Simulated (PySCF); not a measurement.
# AgO₂⁻: triplet, from a B3LYP minimum start

Aim: relax AgO₂⁻ as a triplet from a B3LYP minimum start, check by its vibrations whether the end is a minimum, and collect its spectrum and constants.

The runs use PySCF 2.14.0; B3LYP, basis Ag def2-SVPD with ECP28, O def2-SVPD, scalar-relativistic core potentials, no spin–orbit coupling, density fitting.

### 1 The system as given

3 atoms, charge -1, spin multiplicity 3.

Bond lengths: Ag1–O2 1.983 Å, Ag1–O3 1.983 Å. Angles: O2–Ag1–O3 180.0°.

```xyz
3
charge -1 multiplicity 3
Ag    0.0000    0.0000    0.0000
O     1.9827    0.0000    0.0000
O    -1.9827    0.0000    0.0000
```

### 2 First SCF at the start

The steps below are one call of a driver around PySCF. For each, scf.py gives the equivalent set-up of the SCF; relaxations use the driver's own optimiser. After this first run the driver tries any further starts and a stability analysis.

Contents of scf.py:

```python
from pyscf import gto, scf, dft
mol = gto.M(atom='''
Ag    -0.000000     0.000000     0.000000
O      1.982714     0.000000     0.000000
O     -1.982714    -0.000000     0.000000''',
    basis={'Ag': 'def2-SVPD', 'O': 'def2-SVPD'},
    ecp={'Ag': 'def2-SVPD'},
    charge=-1, spin=2)
mf = dft.UKS(mol, xc='B3LYP')
mf.grids.atom_grid = (50, 194)
aux = {'Ag': 'def2-universal-JKFIT', 'O': 'def2-universal-JKFIT'}
mf = mf.density_fit(auxbasis=aux)
mf.conv_tol = 1e-08
mf.diis_space = 10
mf.max_cycle = 60
mf.init_guess = 'minao'
mf.verbose = 4
mf.kernel()
```

Started as:

```console
$ OMP_NUM_THREADS=2 python axn.py task.json out
```

Standard output:

```text
init E= -284.543168513809
[... the frontier-level lines of each cycle are left out ...]
cycle= 1 E= -296.337011458748  delta_E= -11.8  |g|= 1.24  |ddm|= 3.33
cycle= 2 E= -274.802373529623  delta_E= 21.5  |g|= 4.08  |ddm|= 41.6
cycle= 3 E= -296.757514737742  delta_E=  -22  |g|= 0.983  |ddm|= 41.6
cycle= 4 E= -297.084842473285  delta_E= -0.327  |g|= 0.554  |ddm|= 1.19
cycle= 5 E= -297.258092905674  delta_E= -0.173  |g|= 0.056  |ddm|= 0.779
cycle= 6 E= -297.259625621186  delta_E= -0.00153  |g|= 0.0136  |ddm|= 0.0849
cycle= 7 E= -297.259709221662  delta_E= -8.36e-05  |g|= 0.00499  |ddm|= 0.0167
cycle= 8 E= -297.259721684036  delta_E= -1.25e-05  |g|= 0.00116  |ddm|= 0.00621
cycle= 9 E= -297.25972236711  delta_E= -6.83e-07  |g|= 0.000233  |ddm|= 0.00167
cycle= 10 E= -297.259722392082  delta_E= -2.5e-08  |g|= 2.05e-05  |ddm|= 0.000286
cycle= 11 E= -297.259722385153  delta_E= 6.93e-09  |g|= 0.000125  |ddm|= 0.000104
cycle= 12 E= -297.259722392545  delta_E= -7.39e-09  |g|= 6.02e-06  |ddm|= 8.39e-05
Extra cycle  E= -297.259722391674  delta_E= 8.7e-10  |g|= 4.37e-05  |ddm|= 3.43e-05
converged SCF energy = -297.259722391674  <S^2> = 2.0625268  2S+1 = 3.0413989
```

This step, with its further starts and checks, ran for 22 s (2 threads of Arm Neoverse N1, shared host).

Energies from each starting density:

```tsv
start	energy (Eh)
the minimal-basis guess	-297.259722
a thermally smeared density	-297.259722
a smeared PBE density	-297.259722
```

This is not the lowest solution: one lies 38.3 kJ/mol lower, at -297.27432 Eh, and the relaxation starts from that.

### 3 Relaxation: B3LYP minimum start, triplet

The program finds D∞h symmetry in the start, which this walk keeps. The walk stops when the largest gradient is under 0.0003 Eh/bohr and the energy has settled too.

Changes to scf.py since step 2:

```diff
@@ -3 +3 @@
-Ag    -0.000000     0.000000     0.000000
+Ag     0.000000     0.000000     0.000000
@@ -5 +5 @@
-O     -1.982714    -0.000000     0.000000''',
+O     -1.982714     0.000000     0.000000''',
@@ -16 +15,0 @@
-mf.init_guess = 'minao'
```

The optimiser's trace:

```tsv
step	energy (Eh)	change (kJ/mol)	largest symmetric gradient (Eh/bohr)
0	-297.274321	0.00	0.00008
```

The walk took 2.2 s.

Geometry (Å) and forces (eV/Å) at some steps:

```
step 0
Ag   0.000   0.000   0.000   0.000   0.000   0.000
O    1.983   0.000   0.000   0.004   0.000   0.000
O   -1.983   0.000   0.000  -0.004   0.000   0.000
```

It settles in D∞h symmetry, 0.0 kJ/mol below the start, after 0 steps: Ag–O 1.983 Å (×2); O–Ag–O 180.0°.

### 4 Hessian and properties

The point is checked on the finer grid, and tightened if its gradient asks for it. The Hessian and the dipole derivatives come from central differences of analytic gradients, with steps of 0.02 bohr.

Changes to scf.py since step 3:

```diff
@@ -10 +10 @@
-mf.grids.atom_grid = (50, 194)
+mf.grids.atom_grid = (75, 302)
@@ -13 +13 @@
-mf.conv_tol = 1e-08
+mf.conv_tol = 1e-10
```

The driver hands on the density of the step before, so the log starts near convergence.

Log of the central SCF (cycles and frontier levels):

```text
init E= -297.274150876804
[... the frontier-level lines of each cycle are left out ...]
cycle= 1 E= -297.274150876407  delta_E= 3.98e-10  |g|= 3.08e-05  |ddm|= 3.48e-05
cycle= 2 E= -297.274150872886  delta_E= 3.52e-09  |g|= 9.1e-05  |ddm|= 0.000101
cycle= 3 E= -297.274150876845  delta_E= -3.96e-09  |g|= 5.58e-06  |ddm|= 7.61e-05
cycle= 4 E= -297.27415087686  delta_E= -1.46e-11  |g|= 2.64e-07  |ddm|= 4.97e-06
Extra cycle  E= -297.274150876859  delta_E= 8.53e-13  |g|= 4.2e-07  |ddm|= 8.78e-07
converged SCF energy = -297.274150876859  <S^2> = 2.0188792  2S+1 = 3.0125598
```

The whole step took 32 s.

Geometry: D∞h; Ag–O 1.983 Å (×2); O–Ag–O 180.0°.

Harmonic modes (main isotopes):

| ω (cm⁻¹) | IR (km/mol) |
| --- | --- |
| 146 | 26.1 |
| 146 | 26.1 |
| 407 | 0.0 |
| 538 | 45.5 |

Every mode is real; the point is a minimum.

Here the density breaks the symmetry of the frame, and no labels are given; pairs that should be degenerate can split.

Constants and moments:

```yaml
Dipole_moment_about_the_centre_of_mass: 0.00 D
Highest_occupied_level: -1.55 eV
Lowest_empty_level: 1.70 eV
Rotational_constants: 0.134 cm⁻¹
Zero-point_energy: 7.4 kJ/mol
Principal_polarisabilities: 42.2, 42.2, 91.4 bohr³
Principal_traceless_quadrupole_moments_about_the_centre_of_mass: -24.53, 12.26, 12.26 D Å
Entropy_at_298.15_K_and_1_bar_electronic_part_spin_only: 272.2 J/(mol K)
Heat_capacity_Cp_at_298.15_K: 56.0 J/(mol K)
Enthalpy_at_298.15_K_above_0_K: 13.40 kJ/mol
Rotational_symmetry_number: 2
Spin_squared_⟨S²⟩: 2.019
```

Populations by atom (charges in e):

```
atom  Mulliken  Löwdin  polar tensor  spin (Mulliken)  Mayer order to Ag1
 Ag1      0.49    0.38          0.13             0.07                   –
O2,3     -0.75   -0.69         -0.56             0.96                0.57
```

Mulliken populations on Ag1 (outside its core potential): s 2.89, p 6.04, d 9.58, f 0.00.

### 5 Summary of results

| quantity | value |
| --- | --- |
| minimum | triplet, D∞h |
| geometry | Ag–O 1.983 Å (×2); O–Ag–O 180.0° |
| wavenumbers (cm⁻¹) | 146, 146, 407, 538 |
| dipole moment (centre of mass) | 0.00 D |
| highest occupied, lowest empty level (either spin) | -1.55, 1.70 eV |
| polar-tensor charge of Ag1 | +0.13 e |
| zero-point energy | 7.4 kJ/mol |
| entropy at 298.15 K | 272.2 J/(mol K) |
| ⟨S²⟩ | 2.019 |

What this shows: The molecule stays D∞h, as typed, and the end point is a minimum. The strongest infrared band lies at 146 cm⁻¹ (bend). The first SCF alone would have been 38 kJ/mol too high. Other starts or spin states, not run here, may lie lower. The SCF density has lower symmetry than the nuclear frame. One determinant may miss the lowest occupation of an open d or f shell.

The search up to here took 57 s.
